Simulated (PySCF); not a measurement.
# C2H5NOSi: the cost of one run

Computed with PySCF 2.14.0, with density-fitted response routines of our own, on a single molecule in the gas phase. Atoms count from 0, in the outputs and in this text.

## 1. The molecule as given

10 atoms, charge 0, multiplicity 1; geometry from: GFN2-xTB. The atoms were then displaced at random by about 0.01 Å, so the start is not that level's minimum.

Bonds of the start (Å): C0–C1 1.22, C1–Si2 1.88, Si2–N3 1.70, Si2–O4 1.62, C0–H5 1.04, Si2–H6 1.47, N3–H7 1.01, N3–H8 0.99, O4–H9 0.96.

## 2. Geometry optimisation at PBE0-D3(BJ)/def2-SVP

What the job is given:

```
{"job": {"xc": "PBE0", "basis": "def2-SVP", "d3": "d3bj", "grid": 1, "shake": 0.01, "kind": "geom"}, "charge": 0, "multiplicity": 1}
C      2.364520     0.895250    -0.172710
C      1.203630     0.590530     0.045490
Si    -0.560940     0.048150     0.381150
N     -0.854080    -1.583570     0.000420
O     -1.570240     0.847340    -0.599540
H      3.332590     1.216790    -0.375680
H     -0.812850     0.269640     1.807760
H     -1.140460    -1.798220    -0.946380
H     -0.313090    -2.309200     0.406590
H     -1.598640     1.802340    -0.568160
```

On the command line:

```console
$ OMP_NUM_THREADS=1 python probes_run.py task.json out
```

This one command runs all jobs of the session in turn.

Q: Estimate the wall time and peak memory of this first job on 1 thread of Arm Neoverse V1, shared host.

About 88 s, with a peak of 0.41 GiB.
